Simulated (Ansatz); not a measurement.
# GeH5 (doublet): the correlation ladder at distance Ge1–H5 along a hydrogen transfer = 1.534 Å, cc-pVTZ

Aim: climb from Hartree-Fock through coupled cluster and multireference methods for GeH5 (doublet) at one geometry and basis, and see what each rung misses.

Program: Ansatz 0.2.0, Gaussian basis. Level of theory: cc-pVTZ, core rule «outside noble gas», up to 14 orbitals frozen. These are calculated values, not measurements.

The runs, in order: UHF; CCSD(T) on ROHF; CCSD(T) on UHF; BCCD(T) on ROHF; CISD; CCSDT(Q) on ROHF; CCSDT(Q) on UHF; CASSCF and NEVPT2, 3 electrons in 3 orbitals; CASSCF and NEVPT2, 9 electrons in 9 orbitals.

## Step 1: The system

The geometry derives from fragments relaxed apart (PBE0/def2-TZVP) and kept rigid, so it is no stationary point. A hydrogen atom is moved between rigid fragments. No spin-orbit coupling is included. The filled d shell of Ge may be among the frozen orbitals whatever the setting's name suggests; the logs give the count.

6 atoms, charge 0, spin multiplicity 2.

Atoms are counted from 1 here; the program's logs count them from 0.

Bond lengths: Ge1–H2 1.534 Å, Ge1–H3 1.534 Å, Ge1–H4 1.534 Å, Ge1–H5 1.534 Å. Angles: H2–Ge1–H3 109.5°, H2–Ge1–H4 109.5°, H2–Ge1–H5 109.5°, H3–Ge1–H4 109.5°, H3–Ge1–H5 109.5°, H4–Ge1–H5 109.5°.

Geometry (Å):

```
Ge   -0.03367    0.00000    0.00000
H    -0.54512    1.44660    0.00000
H    -0.54512   -0.72330    1.25279
H    -0.54512   -0.72330   -1.25279
H     1.50068    0.00000    0.00000
H     2.56133    0.00000    0.00000
```

## Step 2: UHF

File in.yaml:

```yaml
crystal:
  periodic: [false, false, false]
  atoms:
    - {symbol: Ge, position_ang: [-0.033672, 0.000000, 0.000000]}
    - {symbol: H, position_ang: [-0.545122, 1.446599, 0.000000]}
    - {symbol: H, position_ang: [-0.545121, -0.723300, 1.252791]}
    - {symbol: H, position_ang: [-0.545122, -0.723299, -1.252792]}
    - {symbol: H, position_ang: [1.500678, 0.000000, 0.000000]}
    - {symbol: H, position_ang: [2.561328, 0.000000, 0.000000]}
basis:
  gaussian: {orbitals: cc-pVTZ}
magnetization: {spin_polarized: true, initial_magnetization: 1}
hamiltonian: {xc: hf}
output: {orbitals: {seedname: orbitals}}
```

Command:

```bash
$ ansatz run in.yaml --threads 1 --pin off --events-out ev --progress --plain --max-ram 5632MiB --backend cpu
```

After this run come: CCSD(T) on ROHF; CCSD(T) on UHF; BCCD(T) on ROHF; CISD; CCSDT(Q) on ROHF; CCSDT(Q) on UHF; CASSCF and NEVPT2, 3 electrons in 3 orbitals; CASSCF and NEVPT2, 9 electrons in 9 orbitals.

**Question.** What will the summary of the whole plan be? Wanted: UCCSDT(Q) below the RHF energy; RMP2 from UCCSDT(Q); UMP2 from UCCSDT(Q); RCCSD from UCCSDT(Q); RCCSD(T) from UCCSDT(Q); UCCSD(T) from UCCSDT(Q); RCCSDT(Q) from UCCSDT(Q); NEVPT2 pair from UCCSDT(Q); NEVPT2 valence from UCCSDT(Q).

The runs gave:

| quantity | value |
| --- | --- |
| UCCSDT(Q) below the RHF energy | -5.2118 eV |
| RMP2 from UCCSDT(Q) | +1013.1 meV |
| UMP2 from UCCSDT(Q) | +1009.8 meV |
| RCCSD from UCCSDT(Q) | +147.8 meV |
| RCCSD(T) from UCCSDT(Q) | +26.8 meV |
| UCCSD(T) from UCCSDT(Q) | +25.7 meV |
| RCCSDT(Q) from UCCSDT(Q) | +1.6 meV |
| NEVPT2 pair from UCCSDT(Q) | +1011.4 meV |
| NEVPT2 valence from UCCSDT(Q) | +961.2 meV |
| levels within 1 kcal/mol (43 meV) | RCCSD(T), UCCSD(T), BCCD(T), RCCSDT, UCCSDT, RCCSDT(Q) |
| T1 diagnostic | 0.024 |
| effectively unpaired electrons | 1.02 |

**Reading.** RCCSD(T) lands +26.8 meV from the yardstick (0.5 % of the correlation energy). One determinant dominates. Of the multireference levels listed NEVPT2 valence comes nearest in total energy (+961.2 meV), which doesn't show that its space is the better one. These misses are within one basis, not against nature; the frozen cores of restricted and unrestricted runs differ, which can shift their rows.
